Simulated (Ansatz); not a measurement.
# W2Br2F: the cost of one run

Program: Ansatz 0.2.0. Level of theory: DFT PBE, scalar-relativistic, plane waves, PAW. These are calculated values, not measurements.

2 further runs of the same task are left out: 1 that didn't finish, 1 set aside as unsound or not needed.

## (1) The structure to begin with

Symmetry: I4/mmm, No. 139, tetragonal system. Conventional cell: a = 3.895 Å, b = 3.895 Å, c = 13.692 Å, α = 90.00°, β = 90.00°, γ = 90.00°. W (site symmetry -4m2) is surrounded by 4 Br at 2.43 Å and 4 W at 2.75 Å. Br (site symmetry 4mm) is surrounded by 4 W at 2.43 Å. Around F (site symmetry 4/mmm) lie 8 Br at 3.39 Å and 4 F at 3.90 Å.

As a file:

```
W Br F
1.0
    -1.94773    1.94773    6.84604
     1.94773   -1.94773    6.84604
     1.94773    1.94773   -6.84604
W Br F
2 2 1
Cartesian
  1.9477 0.0000 3.4230
  0.0000 1.9477 3.4230
  0.0000 0.0000 1.9730
  0.0000 0.0000 11.7191
  0.0000 0.0000 6.8460
```

Recipe of the guess: species swapped into a database cell of KCu2Se2 (I4/mmm, No. 139), with F on the K sites, W on the Cu sites and Br on the Se sites. The dimensions are guesses.

## (2) The guess as it stands, on a coarse mesh

input.yaml

```yaml
crystal:
  lattice:
    - [-1.94773114, 1.94773114, 6.8460372]
    - [1.94773114, -1.94773114, 6.8460372]
    - [1.94773114, 1.94773114, -6.8460372]
  atoms:
    - { symbol: W, position: [0.25, 0.75, 0.5] }
    - { symbol: W, position: [0.75, 0.25, 0.5] }
    - { symbol: Br, position: [0.14409906, 0.14409906, 0.0] }
    - { symbol: Br, position: [0.85590094, 0.85590094, 0.0] }
    - { symbol: F, position: [0.5, 0.5, 0.0] }
basis:
  ecutwfc: 420
kpoints:
  mp_grid: { grid: [6, 6, 6] }
hamiltonian:
  xc: pbe
scf:
  occupations: { method: gaussian, width: 0.1 }
  lower_state_search: "off"
output:
  forces: true
  stress: true
  eigenvalues: true
```

Run with:

```console
> ansatz run input.yaml --threads 1 --pin off --max-ram 2560MiB --backend cpu --events-out ev --progress --plain --runs-dir out
```

**Question.** How long does this run take on 1 thread of Intel Xeon at 2.60GHz (Ice Lake), shared host, and how much memory does it need?

About 4.2 s, with a peak of 0.45 GiB.
